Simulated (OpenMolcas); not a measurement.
**Mo³⁺ among point charges: CASSCF and CASPT2 levels and susceptibility**

How does a field of 5 point charges split the states of Mo³⁺, and what χT follows?

The numbers are computed with OpenMolcas 26.06 (state-averaged CASSCF and CASPT2, spin-orbit coupling by RASSI with atomic mean-field integrals), except any that are marked as measured or tabulated.

## Step 1: The system

```
Species                           : Mo³⁺ (molybdenum, Z = 42, 39 electrons)
Basis                             : ANO-RCC-VDZP [6s5p3d1f], 43 functions
Scalar Hamiltonian                : DKH2, point nucleus
Inactive shells                   : 1s 2s 2p 3s 3p 3d 4s 4p
Active space                      : 3 electrons in 5 orbitals (4d)
Some configurations of this space : 4d³
Orbitals                          : optimised for each spin and parity, averaged over all roots
```

Outer shells as boxes (Hund's rule):

4d3
```
4d [↑ ][↑ ][↑ ][  ][  ]
```

The ion sits among 5 point charges of -2 e arranged as a trigonal bipyramid (D3h), 2.31 Å from the ion, with the axial distance 2.726 Å.

Each step is its own input file, run in one work folder so that later steps find the files of earlier ones. Labels, J, g values, rates, χT and fits are worked out afterwards by a script from the matrices that RASSI stores.

## Step 2: One- and two-electron integrals

The input, a.inp:

```
&GATEWAY
Coord
1

Mo 0.0 0.0 0.0
Basis=ANO-RCC-VDZP
Group=NoSym
NoMove
AngMom=0.0 0.0 0.0
AMFI
XField
5 Angstrom 0
2.310000 0.000000 0.000000 -2.000000
-1.155000 2.000519 0.000000 -2.000000
-1.155000 -2.000519 0.000000 -2.000000
0.000000 0.000000 2.725800 -2.000000
0.000000 0.000000 -2.725800 -2.000000
&SEWARD
```

On the command line:

```bash
> OMP_NUM_THREADS=1 MOLCAS_MEM=1689 MOLCAS_PROJECT=a pymolcas a.inp > a.log
```

## Step 3: CASSCF: quartets, 10 roots

The input, a.inp:

```
&RASSCF
FileOrb=start.orb
Symmetry=1
Spin=4
nActEl=3 0 0
Inactive=18
Ras2=5
CIRoot=10 10 1
SDav=10
CIMx=300
Iter=120 100
PrWF=0.3
OrbListing=Nothing
MaxOrb=0
>>> COPY $Project.JobIph JOB001
```

start.orb holds the contracted functions of the basis, ordered by shell, or the orbitals of the step before.

## Step 4: Reference wave functions, doublets, 40 roots

The input, a.inp:

```
&RASSCF
FileOrb=start.orb
Symmetry=1
Spin=2
nActEl=3 0 0
Inactive=18
Ras2=5
CIRoot=40 40 1
SDav=40
CIMx=300
Iter=120 100
PrWF=0.3
OrbListing=Nothing
MaxOrb=0
>>> COPY $Project.JobIph JOB002
```

## Step 5: RASSI: spin-orbit coupling between the states

The input, a.inp:

```
&RASSI
NrOfJobIphs=2 10 40
1 2 3 4 5 6 7 8 9 10
1 2 3 4 5 6 7 8 9 10 11 12 13 14 15 16 17 18 19 20 21 22 23 24 25 26 27
28 29 30 31 32 33 34 35 36 37 38 39 40
IphNames
JOB001
JOB002
EJob
SpinOrbit
DIPRint=1.0
SOCoupling=1000.0
Subsets=2
Property=9
'ANGMOM' 1 'ANGMOM' 2 'ANGMOM' 3 'MLTPL  1' 1 'MLTPL  1' 2 'MLTPL  1' 3
'AMFI' 1 'AMFI' 2 'AMFI' 3
SOProperty=3
'ANGMOM' 1 'ANGMOM' 2 'ANGMOM' 3
```

## Step 6: CASPT2: IPEA 0.25, imaginary shift 0.1 (closed shells correlated: 4s 4p)

The input, a.inp:

```
>>> COPY JOB001 $Project.JobIph
&CASPT2
Multistate=10 1 2 3 4 5 6 7 8 9 10
NoMult
Frozen=14
IPEA=0.25
Imaginary=0.1
MaxIter=60
WThr=0.0 0.3 0.05
PrWF=0.5
NoMix
>>> COPY JOB002 $Project.JobIph
&CASPT2
Multistate=40 1 2 3 4 5 6 7 8 9 10 11 12 13 14 15 16 17 18 19 20 21 22
23 24 25 26 27 28 29 30 31 32 33 34 35 36 37 38 39 40
NoMult
Frozen=14
IPEA=0.25
Imaginary=0.1
MaxIter=60
WThr=0.0 0.3 0.05
PrWF=0.5
NoMix
```

(Steps that only read results are left out.)

Q: Predict the outcome of this session. Wanted: spin-free ground state; first state of the same spin within the active space; lowest level; next level.

The runs gave:

| quantity | value |
| --- | --- |
| method | SS-CASPT2, IPEA 0.25, imaginary shift 0.1 (closed shells correlated: 4s 4p) |
| spin-free ground state | 4E, 2-fold in its orbital part |
| first state of the same spin within the active space | 4E at 3270 cm⁻¹ |
| lowest level | 2-fold E1/2, g = 0.11, 0.11, 1.96 |
| next level | 359.7 cm⁻¹ |
| χT at 300 K | 0.55 cm³ K/mol |
| effective moment at 300 K | 2.10 μB |

Cost by method:

```csv
method,time of its own steps,time with the reference
A. CASSCF,12 s,12 s
"B. SS-CASPT2, IPEA 0.25, imaginary shift 0.1, +4s 4p",5.3 s,18 s
```

Times are of one thread on a shared host.

What this shows: The spin-free ground state (4E) comes to 100 % from free-ion F terms and keeps the highest spin of the shell. χT at 300 K is 0.55, against 1.88 cm³ K/mol for the spin alone, so spin-orbit coupling lowers it. CASPT2 does not keep the components of a term degenerate, and the means are used. The field of point charges can differ much from that of real complexes. This is an electrostatic model: the charges have no orbitals.
